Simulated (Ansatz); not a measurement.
# TiGa3: straining the crystal, biaxial strain in the a-b plane

The task here is to estimate one member of a computed series from the others.

Computed with Ansatz 0.2.0 (DFT PBEsol, scalar-relativistic, plane waves, PAW, unless a step's input says otherwise).

2 further runs of the same task are left out: 2 set aside as unsound or not needed.

## Starting point

The structure is tetragonal, space group I4/mmm (No. 139). The conventional cell has a = 3.746 Å, b = 3.746 Å, c = 8.676 Å, α = 90.00°, β = 90.00°, γ = 90.00°. Ti (site symmetry 4/mmm) is surrounded by 12 Ga at 2.65 to 2.87 Å. Ga (site symmetry 4/mmm) is surrounded by 4 Ti at 2.65 Å and 8 Ga at 2.87 Å. Around Ga (site symmetry -4m2) lie 8 Ga at 2.65 to 2.87 Å and 4 Ti at 2.87 Å.

As a file:

```cif
data_structure
_symmetry_space_group_name_H-M 'I4/mmm'
_symmetry_Int_Tables_number 139
_cell_length_a 3.7456
_cell_length_b 3.7456
_cell_length_c 8.6764
_cell_angle_alpha 90.000
_cell_angle_beta 90.000
_cell_angle_gamma 90.000
_cell_volume 121.72
loop_
_atom_site_label
_atom_site_type_symbol
_atom_site_symmetry_multiplicity
_atom_site_Wyckoff_symbol
_atom_site_fract_x
_atom_site_fract_y
_atom_site_fract_z
_atom_site_occupancy
Ti1 Ti 2 a 0.00000 0.00000 0.00000 1
Ga1 Ga 2 b 0.50000 0.50000 0.00000 1
Ga2 Ga 4 d 0.00000 0.50000 0.25000 1
```

The unstrained cell comes from an earlier run at this level (8 atoms, E(σ→0) -27410.4916 eV, gap none (metal)).

Set-up of the first run:

input.yaml reads:

```yaml
crystal:
  lattice:
    - [3.7081021507, 0.0, 0.0]
    - [0.0, 3.7081021507, 0.0]
    - [0.0, 0.0, 8.7284708518]
  atoms:
    - { symbol: Ti, position: [0.0, 0.0, 0.0] }
    - { symbol: Ti, position: [0.5, 0.5, 0.5] }
    - { symbol: Ga, position: [0.5, 0.5, 0.0] }
    - { symbol: Ga, position: [0.0, 0.5, 0.25] }
    - { symbol: Ga, position: [0.5, 0.0, 0.25] }
    - { symbol: Ga, position: [0.0, 0.0, 0.5] }
    - { symbol: Ga, position: [0.5, 0.0, 0.75] }
    - { symbol: Ga, position: [0.0, 0.5, 0.75] }
basis:
  ecutwfc: 420
kpoints:
  mp_grid: { grid: [10, 10, 4] }
hamiltonian:
  xc: pbesol
scf:
  occupations: { method: gaussian, width: 0.1 }
output:
  forces: true
  stress: true
  eigenvalues: true
relax:
  adjacent_minimum: "off"
  f_tol: 0.008
  max_steps: 40
  cell: { stress_tol: 0.015, fix: [a, b, gamma] }
```

Run with:

```sh
$ ansatz run input.yaml --threads 1 --pin off --max-ram 2560MiB --backend cpu --events-out ev --progress --plain --runs-dir out
```

Among the steps run: Strain -1.0 %; The cell strained by +1.0 %; The cell strained by -2.0 %; At +2.0 %; At -3.0 %; The cell strained by +3.0 %.

One of the session's tables, all rows but one given; the rest of the session is left out.

Lengths are those of the vectors of the cell that was run; stresses in GPa:

```
strain (%)  ΔE (meV/atom)  a (Å)  b (Å)  c (Å)
      -3.0           25.6  3.633  3.633  8.805
      -2.0              ?      ?      ?      ?
      -1.0            2.7  3.708  3.708  8.719
      +0.0            0.0  3.746  3.746  8.676
      +1.0            2.5  3.783  3.783  8.631
      +2.0            9.8  3.820  3.820  8.590
      +3.0           21.3  3.858  3.858  8.547
```

Estimate the missing values for strain (%) = -2.0.

Worked estimate for «ΔE (meV/atom)». A straight line through the neighbours (-3.0, 25.6) and (-1.0, 2.7) gives 25.6 + (2.7 − 25.6) × (-2.0 + 3.0) / (-1.0 + 3.0) = 14.2; a parabola fitted to 3 rows on both sides gives 11.2.

**Answer.** ΔE (meV/atom): 11.0; a (Å): 3.671; b (Å): 3.671; c (Å): 8.764. In «ΔE (meV/atom)» the line misses by +3.2 and the parabola by +0.2.

ΔE is over the unstrained cell. Stress in GPa, positive in compression, on the Cartesian axes of the input. 
